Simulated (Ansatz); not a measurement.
# SnSe5: the cost of one run

Method: DFT PBE, scalar-relativistic, plane waves, PAW, in Ansatz 0.2.0.

**1. Starting point**

It takes space group P-62m (No. 189, hexagonal). The conventional cell has a = 5.880 Å, b = 5.880 Å, c = 5.484 Å, α = 90.00°, β = 90.00°, γ = 120.00°. Sn (site symmetry -62m) has 12 Se at 3.39 to 3.40 Å in its first shell of neighbours. Se (site symmetry m2m) is surrounded by 10 Se at 3.36 to 3.46 Å and 2 Sn at 3.39 Å. Se (site symmetry -6) is surrounded by 9 Se at 3.36 to 3.40 Å and 3 Sn at 3.40 Å.

Coordinates:

```cif
data_structure
_symmetry_space_group_name_H-M 'P-62m'
_symmetry_Int_Tables_number 189
_cell_length_a 5.8804
_cell_length_b 5.8804
_cell_length_c 5.4844
_cell_angle_alpha 90.000
_cell_angle_beta 90.000
_cell_angle_gamma 120.000
_cell_volume 164.24
loop_
_atom_site_label
_atom_site_type_symbol
_atom_site_symmetry_multiplicity
_atom_site_Wyckoff_symbol
_atom_site_fract_x
_atom_site_fract_y
_atom_site_fract_z
_atom_site_occupancy
Sn1 Sn 1 a 0.00000 0.00000 0.00000 1
Se1 Se 3 g 0.65997 0.00000 0.50000 1
Se2 Se 2 c 0.66667 0.33333 0.00000 1
```

Recipe of the guess: species swapped into a database cell of MgPt5 (P-62m, No. 189), with Sn on the Mg sites and Se on the Pt sites. Its size is a rough estimate.

**2. Probe: one point on a coarse mesh**

Input file input.yaml:

```yaml
crystal:
  lattice:
    - [5.88039446, 0.0, 0.0]
    - [-2.94019723, 5.09257099, 0.0]
    - [0.0, 0.0, 5.48440092]
  atoms:
    - { symbol: Sn, position: [0.0, 0.0, 0.0] }
    - { symbol: Se, position: [0.65997303, 0.0, 0.5] }
    - { symbol: Se, position: [0.66666667, 0.33333333, 0.0] }
    - { symbol: Se, position: [0.34002697, 0.34002697, 0.5] }
    - { symbol: Se, position: [0.0, 0.65997303, 0.5] }
    - { symbol: Se, position: [0.33333333, 0.66666667, 0.0] }
basis:
  ecutwfc: 420
kpoints:
  mp_grid: { grid: [3, 3, 4] }
hamiltonian:
  xc: pbe
scf:
  occupations: { method: gaussian, width: 0.1 }
  lower_state_search: "off"
output:
  forces: true
  stress: true
  eigenvalues: true
```

Launch:

```console
ansatz run input.yaml --threads 1 --pin off --max-ram 2560MiB --backend cpu --events-out ev --progress --plain --runs-dir out
```

What time and memory should one allow on 1 thread of Intel Xeon Platinum 8488C (Sapphire Rapids), shared host?

About 4.4 s, with a peak of 0.45 GiB.
